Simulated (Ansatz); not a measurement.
# MgSn2N2: the cost of one run

Method: DFT PBE, scalar-relativistic, plane waves, PAW, unless a step names another level, in Ansatz 0.2.0.

## Step 1: The system as given

The structure is trigonal, space group P-3m1 (No. 164). Conventional cell: a = 3.257 Å, b = 3.257 Å, c = 9.120 Å, α = 90.00°, β = 90.00°, γ = 120.00°. Mg (site symmetry -3m) is surrounded by 6 N at 2.30 Å. Sn (site symmetry 3m) is surrounded by 3 N at 2.29 Å. N (site symmetry 3m) is surrounded by 3 Sn at 2.29 Å and 3 Mg at 2.30 Å.

Structure file:

```cif
data_structure
_symmetry_space_group_name_H-M 'P-3m1'
_symmetry_Int_Tables_number 164
_cell_length_a 3.2568
_cell_length_b 3.2568
_cell_length_c 9.1201
_cell_angle_alpha 90.000
_cell_angle_beta 90.000
_cell_angle_gamma 120.000
_cell_volume 83.78
loop_
_atom_site_label
_atom_site_type_symbol
_atom_site_symmetry_multiplicity
_atom_site_Wyckoff_symbol
_atom_site_fract_x
_atom_site_fract_y
_atom_site_fract_z
_atom_site_occupancy
Mg1 Mg 1 a 0.00000 0.00000 0.00000 1
Sn1 Sn 2 d 0.66667 0.33333 0.28763 1
N1 N 2 d 0.33333 0.66667 0.14485 1
```

It came out lowest among 30 distinct ends of the trial cells. At a tolerance of 0.02 Å it has space group P-3m1 (No. 164).

## Step 2: Tight relaxation for the response runs, on the response runs' mesh and smearing

File input.yaml:

```yaml
crystal:
  lattice:
    - [3.2568361298, 0.0, 0.0]
    - [-1.6284180649, 2.8205028244, 0.0]
    - [0.0, 0.0, 9.1200656976]
  atoms:
    - { symbol: Mg, position: [0.0, 0.0, 0.0] }
    - { symbol: Sn, position: [0.6666666667, 0.3333333333, 0.2876281551] }
    - { symbol: Sn, position: [0.3333333333, 0.6666666667, 0.7123718449] }
    - { symbol: "N", position: [0.3333333333, 0.6666666667, 0.144848111] }
    - { symbol: "N", position: [0.6666666667, 0.3333333333, 0.855151889] }
basis:
  ecutwfc: 420
kpoints:
  mp_grid: { grid: [12, 12, 4] }
hamiltonian:
  xc: pbe
scf:
  occupations: { method: fixed }
output:
  forces: true
  stress: true
  eigenvalues: true
  write_density: true
  write_potential: true
  elf: true
  volumetric_format: npy
relax:
  adjacent_minimum: "off"
  f_tol: 0.001
  max_steps: 60
  cell: { stress_tol: 0.01 }
```

Started as:

```console
$ ansatz run input.yaml --threads 3 --pin off --max-ram 7680MiB --backend cpu --events-out ev --progress --plain --runs-dir out
```

What time and memory should one allow on 3 threads of Intel Xeon 6975P-C (Granite Rapids), shared host?

About 10 s, with a peak of 0.52 GiB.
